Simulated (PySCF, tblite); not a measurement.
# C₂H₁₁NSi₂: geometry, infrared bands and NMR shifts

Aim: predict the infrared bands and NMR shifts of C₂H₁₁NSi₂ (`CN(C)[SiH2][SiH3]`).

Programs: tblite 0.8.0 and PySCF 2.14.0, with density-fitted response routines of our own. Each step states its level of theory. These are calculated values for one molecule in the gas phase, unless marked as measured. Atoms count from 0, in the outputs and in this text.

### 1 Starting geometry

16 atoms, charge 0, multiplicity 1; geometry from: force field or distance geometry start.

Bonds of the start (Å): C0–N1 1.46, N1–C2 1.48, N1–Si3 1.73, Si3–Si4 2.32, C0–H5 1.11, C0–H6 1.10, C0–H7 1.09, C2–H8 1.09, C2–H9 1.11, C2–H10 1.09, Si3–H11 1.47, Si3–H12 1.49, Si4–H13 1.49, Si4–H14 1.49, Si4–H15 1.49.

### 2 Optimising the geometry with GFN2-xTB

Job settings and geometry (Å):

```
{"job": {"kind": "relax", "xc": "GFN2-xTB", "basis": "xTB"}, "charge": 0, "multiplicity": 1}
C     -1.503600     0.998100    -0.438300
N     -0.927000    -0.314700    -0.187800
C     -1.223400    -0.716700     1.206100
Si     0.567000    -0.783800    -0.933900
Si     2.428900     0.312300    -0.080200
H     -2.577400     1.022800    -0.161300
H     -0.991500     1.793800     0.113900
H     -1.468900     1.256900    -1.500200
H     -0.678400    -0.105600     1.930200
H     -2.309000    -0.618300     1.415700
H     -0.985800    -1.767600     1.381700
H      0.417900    -0.526300    -2.376700
H      0.699000    -2.254200    -0.710700
H      2.300100     1.784400    -0.284500
H      3.669400    -0.129800    -0.770200
H      2.575100     0.057600     1.384700
```

The run is started by

```sh
$ OMP_NUM_THREADS=1 python probes_run.py task.json out
```

This one command runs all jobs of the session in turn.

**Question.** This job is followed by: GFN2-xTB harmonic vibrations, gas phase; GIAO PBE0/pcSseg-1 NMR shielding, non-relativistic, gas phase. What will the session give for the following? strongest single infrared mode (GFN2-xTB); zero-point energy (GFN2-xTB); ¹³C shifts against TMS (PBE0/pcSseg-1, means over atoms taken as alike); ¹H shifts against TMS (PBE0/pcSseg-1, means over atoms taken as alike); ¹⁵N shifts against NH3 (PBE0/pcSseg-1); ²⁹Si shifts against TMS (PBE0/pcSseg-1).

**Answer**, as computed:

```
                                                               quantity                 value
                              strongest single infrared mode (GFN2-xTB)  727 cm⁻¹, 927 km/mol
                                           zero-point energy (GFN2-xTB)         75.6 kcal/mol
¹³C shifts against TMS (PBE0/pcSseg-1, means over atoms taken as alike)              42.7 ppm
 ¹H shifts against TMS (PBE0/pcSseg-1, means over atoms taken as alike)  5.08, 3.25, 2.56 ppm
                                 ¹⁵N shifts against NH3 (PBE0/pcSseg-1)               7.7 ppm
                                ²⁹Si shifts against TMS (PBE0/pcSseg-1)     -36.4, -134.6 ppm
```

Over 64 steps the energy fell by 0.134 eV; of the close pairs, N1–C2 changed most, 1.481 to 1.440 Å. The lowest mode is slightly imaginary (15i cm⁻¹), a soft motion within the noise of the Hessian, so the minimum is not strictly shown. The strongest single mode, at 727 cm⁻¹, is spread over several atoms, H12, H11, Si3 among them. GFN2-xTB is a fitted tight-binding method: band positions and strengths are rough. Its intensities can rank the bands wrongly. At PBE0/pcSseg-1: The widest tensor belongs to Si3: span 144 ppm, with a paramagnetic part of -496 ppm.
